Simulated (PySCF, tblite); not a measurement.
# C₈H₁₇P: geometry, infrared bands and NMR shifts

What infrared bands and NMR shifts should C₈H₁₇P (`C/C=C/P(CC)CCC`) show?

The runs use tblite 0.8.0 and PySCF 2.14.0, with density-fitted response routines of our own; the level of theory stands in each step. All values are computed, except where a source is named. Atoms count from 0, in the outputs and in this text.

## 1. The starting structure

26 atoms, charge 0, multiplicity 1; geometry from: force field or distance geometry start.

Bonds of the start (Å): C0–C1 1.51, C1–C2 1.33, C2–P3 1.87, P3–C4 1.85, C4–C5 1.52, P3–C6 1.86, C6–C7 1.52, C7–C8 1.52, C0–H9 1.10, C0–H10 1.09, C0–H11 1.09, C1–H12 1.07, C2–H13 1.08, C4–H14 1.09, C4–H15 1.09, C5–H16 1.09, C5–H17 1.09, C5–H18 1.10, C6–H19 1.11, C6–H20 1.10, C7–H21 1.09, C7–H22 1.09, C8–H23 1.10, C8–H24 1.09, C8–H25 1.10.

## 2. Relaxing the molecule with GFN2-xTB

What the job is given:

```
{"job": {"kind": "relax", "xc": "GFN2-xTB", "basis": "xTB"}, "charge": 0, "multiplicity": 1}
C      3.757600    -1.328100    -0.362300
C      2.602900    -0.412200    -0.694700
C      1.386900    -0.559100    -0.167300
P      0.050400     0.647200    -0.680200
C      0.446900     2.029900     0.490600
C     -0.516000     3.200100     0.328100
C     -1.407900    -0.093800     0.196900
C     -1.915000    -1.351500    -0.494100
C     -3.135400    -1.927400     0.214100
H      3.461100    -2.114100     0.348200
H      4.565500    -0.752200     0.079100
H      4.112700    -1.804800    -1.273700
H      2.821300     0.388200    -1.375300
H      1.169500    -1.369400     0.516200
H      0.435500     1.688700     1.522700
H      1.460500     2.385900     0.281700
H     -0.510300     3.592400    -0.690400
H     -1.539200     2.915100     0.586500
H     -0.215300     4.020300     1.003600
H     -1.144900    -0.320000     1.248000
H     -2.213400     0.656200     0.225400
H     -1.142400    -2.123800    -0.528600
H     -2.183300    -1.124200    -1.525600
H     -3.965900    -1.205000     0.228000
H     -3.492800    -2.818900    -0.297700
H     -2.910100    -2.196800     1.251900
```

Command:

```bash
$ OMP_NUM_THREADS=1 python probes_run.py task.json out
```

This one command runs all jobs of the session in turn.

**Question.** This job is followed by: GFN2-xTB harmonic vibrations, gas phase; GIAO PBE0/pcSseg-1 NMR shielding, non-relativistic, gas phase. What will the session give for the following? strongest single infrared mode (GFN2-xTB); zero-point energy (GFN2-xTB); 13C shifts against TMS (PBE0/pcSseg-1); 1H shifts against TMS (PBE0/pcSseg-1, means over atoms taken as alike); 31P shifts against H3PO4 (PBE0/pcSseg-1); surface potential, 1st and 99th percentile.

**Answer**, as computed:

| quantity | value |
| --- | --- |
| strongest single infrared mode (GFN2-xTB) | 3012 cm⁻¹, 56 km/mol |
| zero-point energy (GFN2-xTB) | 142.9 kcal/mol |
| 13C shifts against TMS (PBE0/pcSseg-1) | 152.3, 144.3, 37.9, 31.3, 24.6, 24.2, 19.1, 12.5 ppm |
| 1H shifts against TMS (PBE0/pcSseg-1, means over atoms taken as alike) | 6.59, 5.91, 1.97, 1.45, 1.31, 1.23, 1.16, 1.08 ppm |
| 31P shifts against H3PO4 (PBE0/pcSseg-1) | -47.5 ppm |
| surface potential, 1st and 99th percentile | -1.17 V and 0.66 V |

**Reading.** The optimisation took 166 steps and gained 0.117 eV; among the close pairs (by a distance rule), C2–P3 changed most, from 1.872 to 1.822 Å. No mode is imaginary among the 72: a minimum at this level. GFN2-xTB is a fitted tight-binding method: band positions and strengths are rough. Its intensities can rank the bands wrongly. At PBE0/pcSseg-1: Shielding is most anisotropic at C1 (span 240 ppm, paramagnetic term -223 ppm).
